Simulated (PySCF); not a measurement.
**C4H6GeO3: electronic excitations**

Wanted: the electronic excitations of C4H6GeO3 (`C=CC(=O)O[C](=O)[GeH3]`), by calculation.

The runs use PySCF 2.14.0, with density-fitted response routines of our own; the level of theory stands in each step. All values are computed, except where a source is named. Atoms are numbered from 0 throughout.

## (1) Starting geometry

14 atoms, charge 0, multiplicity 1; geometry from: GFN2-xTB.

Bonds of the start (Å): C0–C1 1.33, C1–C2 1.47, C2–O3 1.19, C2–O4 1.39, O4–C5 1.37, C5–O6 1.19, C5–Ge7 1.98, C0–H8 1.08, C0–H9 1.08, C1–H10 1.08, Ge7–H11 1.49, Ge7–H12 1.49, Ge7–H13 1.49.

## (2) Ultraviolet spectrum: CAM-B3LYP/def2-SVPD

What the job is given:

```
{"job": {"kind": "uv", "xc": "CAM-B3LYP", "basis": "def2-SVPD", "nstates": 8, "ntriplets": 3}, "charge": 0, "multiplicity": 1}
C     -3.165368     0.543941     0.671341
C     -1.841461     0.626561     0.682743
C     -1.016464    -0.445648     0.095179
O     -1.410923    -1.446681    -0.419339
O      0.323553    -0.113806     0.232749
C      1.356688    -0.900772    -0.188690
O      1.260429    -1.955049    -0.726838
Ge     3.006088     0.097040     0.279512
H     -3.652374    -0.310601     0.229251
H     -3.791990     1.310785     1.093217
H     -1.305458     1.459635     1.111802
H      4.212152    -0.772441     0.182064
H      3.160214     1.259102    -0.645368
H      2.864237     0.647460     1.660235
```

With the program's defaults for keys left out, this is: TDDFT CAM-B3LYP/def2-SVPD, vertical, gas phase, core orbitals frozen in the response.

On the command line:

```sh
$ OMP_NUM_THREADS=1 python probes_run.py task.json out
```

One launch serves the whole session: the jobs run in the order shown.

Predict these results of the whole session: lowest singlet (CAM-B3LYP/def2-SVPD); brightest single state of those computed; lowest triplet.

**Answer**, as computed:

| quantity | value |
| --- | --- |
| lowest singlet (CAM-B3LYP/def2-SVPD) | 4.18 eV (296 nm), f = 0.002 |
| brightest single state of those computed | state 3, 6.24 eV, f = 0.359 |
| lowest triplet | 3.72 eV |

**Reading.** The first singlet state (HOMO→LUMO 0.79, HOMO→LUMO+1 0.09) lies at 4.18 eV and is weak; of the 8 states computed, the strongest absorption comes from state 3 at 6.24 eV. The lowest triplet lies 0.47 eV below the lowest singlet (triplets in Tamm-Dancoff, singlets in full TDDFT).
